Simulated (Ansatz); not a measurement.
# C₁₂H₂₄: how energies converge with the basis set

How large a basis does C₁₂H₂₄ need? Two functionals are run in growing sets.

Program: Ansatz 0.2.0, Gaussian basis. Level of theory: one geometry, several basis sets. These are calculated values, not measurements.

Levels to be run: PBE0-D4/def2-SVP; ωB97M-V/def2-SVP; PBE0-D4/def2-QZVPP; ωB97M-V/def2-QZVPP; the functionals' def2-TZVPP values are taken from earlier runs.

## Step 1: The relaxed structure

The geometry comes from an earlier relaxation with PBE0-D4 in a triple-zeta def2 set; it is a stationary point, not always the lowest conformer.

SMILES `C=CCCCCCCCCCC`, 36 atoms, charge 0, spin multiplicity 1.

Atoms are counted from 1 here; the program's logs count them from 0.

Bond lengths: C1–C2 1.326 Å, C1–H13 1.086 Å, C1–H14 1.083 Å, C2–C3 1.492 Å, C2–H15 1.090 Å, C3–C4 1.529 Å, C3–H16 1.095 Å, C3–H17 1.098 Å, C4–C5 1.526 Å, C4–H18 1.097 Å, C4–H19 1.094 Å, C5–C6 1.522 Å, C5–H20 1.097 Å, C5–H21 1.096 Å, C6–C7 1.524 Å, C6–H22 1.096 Å, C6–H23 1.094 Å, C7–C8 1.526 Å and more. Angles: C2–C1–H13 121.3°, C2–C1–H14 121.8°, H13–C1–H14 117.0°, C1–C2–C3 125.2°, C1–C2–H15 118.9°, C3–C2–H15 115.9°, C2–C3–C4 115.4°, C2–C3–H16 109.3°, C2–C3–H17 108.1°, C4–C3–H16 109.5°, C4–C3–H17 107.8°, H16–C3–H17 106.4°, C3–C4–C5 115.2°, C3–C4–H18 109.5°, C3–C4–H19 107.3°, C5–C4–H18 109.5°, C5–C4–H19 109.0°, H18–C4–H19 105.9° and more.

## Step 2: PBE0-D4 in def2-SVP

File in.yaml:

```yaml
crystal:
  periodic: [false, false, false]
  atoms:
    - {symbol: C, position_ang: [-2.458359, -1.030709, -0.662015]}
    - {symbol: C, position_ang: [-2.679572, 0.269695, -0.795799]}
    - {symbol: C, position_ang: [-3.109130, 1.186007, 0.299934]}
    - {symbol: C, position_ang: [-2.242365, 2.431341, 0.491121]}
    - {symbol: C, position_ang: [-0.814697, 2.164235, 0.959481]}
    - {symbol: C, position_ang: [0.168609, 1.820914, -0.150975]}
    - {symbol: C, position_ang: [1.606244, 1.671255, 0.331655]}
    - {symbol: C, position_ang: [1.839731, 0.530257, 1.317394]}
    - {symbol: C, position_ang: [1.476209, -0.855230, 0.796517]}
    - {symbol: C, position_ang: [2.281921, -1.280272, -0.422960]}
    - {symbol: C, position_ang: [2.108529, -2.744254, -0.805793]}
    - {symbol: C, position_ang: [0.697692, -3.106523, -1.239293]}
    - {symbol: H, position_ang: [-2.563807, -1.524830, 0.299370]}
    - {symbol: H, position_ang: [-2.167689, -1.649156, -1.502665]}
    - {symbol: H, position_ang: [-2.561854, 0.724645, -1.778858]}
    - {symbol: H, position_ang: [-3.157986, 0.626921, 1.240746]}
    - {symbol: H, position_ang: [-4.132423, 1.519635, 0.084065]}
    - {symbol: H, position_ang: [-2.219741, 3.007864, -0.441866]}
    - {symbol: H, position_ang: [-2.745169, 3.068140, 1.225609]}
    - {symbol: H, position_ang: [-0.440853, 3.053283, 1.481298]}
    - {symbol: H, position_ang: [-0.832482, 1.363628, 1.708021]}
    - {symbol: H, position_ang: [0.133437, 2.617309, -0.903764]}
    - {symbol: H, position_ang: [-0.150580, 0.908805, -0.662820]}
    - {symbol: H, position_ang: [2.260354, 1.539315, -0.536435]}
    - {symbol: H, position_ang: [1.921810, 2.609461, 0.803597]}
    - {symbol: H, position_ang: [2.897676, 0.532049, 1.605319]}
    - {symbol: H, position_ang: [1.280451, 0.723234, 2.238742]}
    - {symbol: H, position_ang: [0.405318, -0.895946, 0.570282]}
    - {symbol: H, position_ang: [1.642518, -1.583883, 1.599334]}
    - {symbol: H, position_ang: [3.343873, -1.088298, -0.226433]}
    - {symbol: H, position_ang: [2.014959, -0.654152, -1.282537]}
    - {symbol: H, position_ang: [2.805364, -2.983240, -1.616196]}
    - {symbol: H, position_ang: [2.403138, -3.373525, 0.042661]}
    - {symbol: H, position_ang: [0.636496, -4.149526, -1.558808]}
    - {symbol: H, position_ang: [0.374944, -2.481647, -2.077538]}
    - {symbol: H, position_ang: [-0.022555, -2.966792, -0.430398]}
basis:
  gaussian: {orbitals: def2-SVP}
hamiltonian: {xc: pbe0, dispersion: d4}
output: {orbitals: {seedname: orbitals}}
```

On the command line:

```bash
$ ansatz run in.yaml --threads 11 --pin off --events-out ev --progress --plain --max-ram 174080MiB --backend cuda --devices 0, --max-vram 75GiB
```

Further steps of the session: ωB97M-V in def2-SVP; PBE0-D4 in def2-QZVPP; ωB97M-V in def2-QZVPP.

**Question.** What will the summary of the whole plan be? Wanted: PBE0-D4: double and triple zeta above quadruple; ωB97M-V: double and triple zeta above quadruple.

The runs gave:

| quantity | value |
| --- | --- |
| PBE0-D4: double and triple zeta above quadruple | 14.34, 0.72 eV |
| ωB97M-V: double and triple zeta above quadruple | 15.22, 0.70 eV |

In words: For PBE0-D4 the step from double to triple zeta gains 13.62 eV and the next only 0.72 eV. Total energies overstate the basis error of differences, where much of it tends to cancel. The LUMO of ωB97M-V is positive and keeps falling with the basis (2.59 to 1.83 eV): an unbound level that the basis holds in place.
